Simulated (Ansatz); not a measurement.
**C₂H₇BGaN: a ladder of functionals and wavefunction methods**

An exercise on one series of results from a longer session: the logs are not shown, and one member is left open.

The runs use Ansatz 0.2.0, Gaussian basis; functionals in def2-TZVPP, the program's frozen cores in correlated methods.

Levels to be run: LDA (SPW92), PBE-D4, revPBE-D4, BLYP-D4, r2SCAN-D4, B97M-V, PBE0-D4, B3LYP-D4, r2SCANh-D4, r2SCAN0-D4, HSE06-D4, BHLYP-D4, CAM-B3LYP-D4, LC-ωPBE, ωB97X-V, ωB97M-V, B2PLYP, PBE-QIDH; CCSD(T)/def2-SVP; CCSD(T)/def2-TZVPP; MP2/def2-QZVPP; extrapolation to the limit; RPA on PBE.

## The geometry

The geometry comes from an earlier relaxation with PBE0-D4 in a triple-zeta def2 set; it is a stationary point, not always the lowest conformer.

SMILES `CB/N=[CH]\[GaH2]`, 12 atoms, charge 0, spin multiplicity 1.

Atoms are counted from 1 here; the program's logs count them from 0.

Bond lengths: C1–B2 1.545 Å, C1–H6 1.090 Å, C1–H7 1.096 Å, C1–H8 1.096 Å, B2–N3 1.435 Å, B2–H9 1.261 Å, N3–C4 1.287 Å, C4–Ga5 2.019 Å, C4–H10 1.101 Å, Ga5–H11 1.570 Å, Ga5–H12 1.570 Å. Angles: B2–C1–H6 112.8°, B2–C1–H7 110.2°, B2–C1–H8 110.1°, H6–C1–H7 109.2°, H6–C1–H8 109.2°, H7–C1–H8 105.1°, C1–B2–N3 127.8°, C1–B2–H9 115.5°, N3–B2–H9 116.7°, B2–N3–C4 112.7°, N3–C4–Ga5 117.2°, N3–C4–H10 116.5°, Ga5–C4–H10 126.3°, C4–Ga5–H11 119.0°, C4–Ga5–H12 119.0°, H11–Ga5–H12 121.1°.

Geometry (Å):

```mol
C2H7BGaN
  3D, bonds by distance, orders not assigned

 12 11  0  0  0  0  0  0  0  0999 V2000
   -1.9499    0.8268   -0.3895 C   0  0
   -0.5591    0.3010    0.0319 B   0  0
    0.1217    0.5144    1.2770 N   0  0
    1.2724   -0.0603    1.3196 C   0  0
    1.8463   -1.0980   -0.3146 Ga  0  0
   -2.4273    1.4267    0.3860 H   0  0
   -1.8670    1.4225   -1.3062 H   0  0
   -2.6065   -0.0112   -0.6520 H   0  0
    0.0408   -0.3989   -0.8288 H   0  0
    1.8496    0.0635    2.2488 H   0  0
    1.5963   -2.6477   -0.3579 H   0  0
    2.7598   -0.3941   -1.3803 H   0  0
  1  2  8  0
  2  3  8  0
  3  4  8  0
  4  5  8  0
  1  6  8  0
  1  7  8  0
  1  8  8  0
  2  9  8  0
  4 10  8  0
  5 11  8  0
  5 12  8  0
M  END
```

Set-up of the first run:

in.yaml

```yaml
crystal:
  periodic: [false, false, false]
  atoms:
    - {symbol: C, position_ang: [-1.949923, 0.826830, -0.389479]}
    - {symbol: B, position_ang: [-0.559074, 0.300962, 0.031895]}
    - {symbol: N, position_ang: [0.121732, 0.514365, 1.276959]}
    - {symbol: C, position_ang: [1.272354, -0.060282, 1.319613]}
    - {symbol: Ga, position_ang: [1.846253, -1.098041, -0.314633]}
    - {symbol: H, position_ang: [-2.427310, 1.426666, 0.386004]}
    - {symbol: H, position_ang: [-1.866957, 1.422478, -1.306198]}
    - {symbol: H, position_ang: [-2.606474, -0.011171, -0.651985]}
    - {symbol: H, position_ang: [0.040799, -0.398867, -0.828754]}
    - {symbol: H, position_ang: [1.849615, 0.063513, 2.248793]}
    - {symbol: H, position_ang: [1.596305, -2.647653, -0.357908]}
    - {symbol: H, position_ang: [2.759779, -0.394097, -1.380306]}
basis:
  gaussian: {orbitals: def2-TZVPP}
hamiltonian: {xc: lda}
output: {orbitals: {seedname: orbitals}}
```

Among the steps run: LDA; PBE-D4 (GGA); revPBE-D4 (GGA); BLYP-D4 (GGA); r2SCAN-D4 (meta-GGA); B97M-V (meta-GGA); PBE0-D4 (hybrid); B3LYP-D4 (hybrid); r2SCANh-D4 (hybrid); r2SCAN0-D4 (hybrid); HSE06-D4 (hybrid); BHLYP-D4 (hybrid); CAM-B3LYP-D4 (range-separated); LC-ωPBE (range-separated); ωB97X-V (range-separated); ωB97M-V (range-separated); B2PLYP (double hybrid); PBE-QIDH (double hybrid).

One table of the session follows, with a row left open; its other results are not shown here.

It belongs to the step «Frontier levels by functional». 

| functional | HOMO (eV) | LUMO (eV) | gap (eV) |
| --- | --- | --- | --- |
| LDA (SPW92) | -5.38 | -3.52 | 1.86 |
| PBE-D4 | -5.27 | -3.26 | 2.01 |
| revPBE-D4 | -5.21 | -3.15 | 2.06 |
| BLYP-D4 | -5.17 | -3.09 | 2.08 |
| r2SCAN-D4 | -5.49 | -2.99 | 2.50 |
| B97M-V | -5.64 | -2.93 | 2.71 |
| PBE0-D4 | -6.56 | -2.20 | 4.36 |
| B3LYP-D4 | -6.37 | -2.41 | 3.95 |
| r2SCANh-D4 | -5.98 | -2.61 | 3.37 |
| r2SCAN0-D4 | -6.72 | -2.05 | 4.67 |
| HSE06-D4 | -6.16 | -2.59 | 3.57 |
| BHLYP-D4 | -7.81 | -1.02 | 6.80 |
| CAM-B3LYP-D4 | -7.93 | -1.02 | 6.91 |
| LC-ωPBE | ? | ? | ? |
| ωB97X-V | -8.90 | 0.07 | 8.98 |
| ωB97M-V | -8.81 | -0.08 | 8.73 |

Q: Estimate the row for LC-ωPBE from the others.

As computed: HOMO (eV): -9.22; LUMO (eV): 0.15; gap (eV): 9.37. In the column «HOMO (eV)» it is the lowest.
